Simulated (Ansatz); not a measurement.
**F3H3SSi2: an energy map over two coordinates**

How does the energy of F₃H₃SSi₂, SMILES F[SiH2]S[SiH](F)F change over two coordinates at once? A grid of runs gives the map.

Computed with Ansatz 0.2.0. Level: RKS PBE-D4/def2-SVP.

## Step 1: The starting structure

9 atoms, charge 0, spin multiplicity 1.

Atoms are counted from 1 here; the program's logs count them from 0.

Bond lengths: F1–Si2 1.633 Å, Si2–S3 2.164 Å, Si2–H7 1.494 Å, Si2–H8 1.495 Å, S3–Si4 2.133 Å, Si4–F5 1.627 Å, Si4–F6 1.631 Å, Si4–H9 1.487 Å. Angles: F1–Si2–S3 110.7°, F1–Si2–H7 108.6°, F1–Si2–H8 108.4°, S3–Si2–H7 111.2°, S3–Si2–H8 104.4°, H7–Si2–H8 113.5°, Si2–S3–Si4 98.4°, S3–Si4–F5 111.3°, S3–Si4–F6 109.0°, S3–Si4–H9 111.3°, F5–Si4–F6 105.8°, F5–Si4–H9 108.8°, F6–Si4–H9 110.5°.

Coordinates:

```
F    -1.2616   -2.0860    0.4875
Si   -0.2057   -1.0680    1.2067
S     1.3914   -0.5350   -0.1535
Si    0.3880    1.0146   -1.2221
F     0.5811    2.4555   -0.4923
F    -1.2156    0.7187   -1.2029
H    -0.9505    0.1430    1.6668
H     0.4780   -1.8036    2.3137
H     0.8833    1.1144   -2.6211
```

This geometry comes from a loose relaxation at PBE in a small basis, which is not shown.

## Step 3: Setting up the map

The axes are (1) angle Si2–S3–Si4 (carried through 180): 11 values from 80.4 to 279.6 °; (2) change of the bonds S3–Si2, S3–Si4, all alike: 11 values from −0.236 to 0.365 Å.

Nothing else is relaxed (all other coordinates rigid). Energies count from the relaxed molecule at the same level. Points are written as (first, second).

(The set-up runs are not shown.)

## Step 4: The run at (80.4°, 0.064 Å)

File input.yaml:

```yaml
crystal:
  periodic: [false, false, false]
  atoms:
    - { symbol: F, position_ang: [-1.52057, -1.780298, 0.324486] }
    - { symbol: Si, position_ang: [-0.433135, -0.830404, 1.087962] }
    - { symbol: S, position_ang: [1.385811, -0.548077, -0.167392] }
    - { symbol: Si, position_ang: [0.091057, 0.993769, -1.046416] }
    - { symbol: F, position_ang: [0.212603, 2.397922, -0.235551] }
    - { symbol: F, position_ang: [-1.464168, 0.527176, -0.899109] }
    - { symbol: H, position_ang: [-1.081911, 0.479036, 1.399585] }
    - { symbol: H, position_ang: [0.056084, -1.555713, 2.299874] }
    - { symbol: H, position_ang: [0.429862, 1.231846, -2.474451] }
basis:
  gaussian: { orbitals: def2-SVP }
hamiltonian:
  xc: pbe
  dispersion: d4
output:
  forces: true
```

Command:

```console
> ansatz run input.yaml --threads 1 --pin off --max-ram 2560MiB --backend cpu --events-out ev --progress --plain --runs-dir out
```

The session goes on with these runs: the other points that were computed.

Q: Predict the outcome of this session. Wanted: lowest point; highest computed point; largest force on an atom; dipole moment.

**Answer**, as computed:

| quantity | value |
| --- | --- |
| lowest point | (100.3°, 0.004 Å), 0.29 kJ/mol |
| highest computed point | (180.0°, 0.365 Å), 277 kJ/mol above the lowest |
| largest force on an atom (eV/Å) | 0.1 at (100.3°, 0.004 Å) to 8.5 at (279.6°, −0.236 Å); 0.1 at the lowest point |
| dipole moment (D) | 0.56 at (100.3°, 0.245 Å) to 2.50 at (239.8°, 0.365 Å); 0.86 at the lowest point |
| time for the whole task | 15 min on 1 thread, shared host |

What this shows: The lowest computed point is at (100.3°, 0.004 Å), 0.29 kJ/mol from the relaxed molecule at the same level. The grid is coarse, so the lowest point of the scanned range may lie between grid points; coordinates that were held can hide deeper minima. There is a further well near (259.7°, 0.004 Å) (10 kJ/mol above the lowest at that grid point). The highest computed point, (180.0°, 0.365 Å), lies 277 kJ/mol above the lowest. On the interpolated surface the easiest way out of the lowest well to the well at (259.7°, 0.004 Å) passes a barrier of about 110 kJ/mol. Round the minimum the valley is somewhat tilted: raising the first coordinate shifts the best value of the second coordinate downwards (coupling k₁₂/√(k₁₁k₂₂) about 0.2).
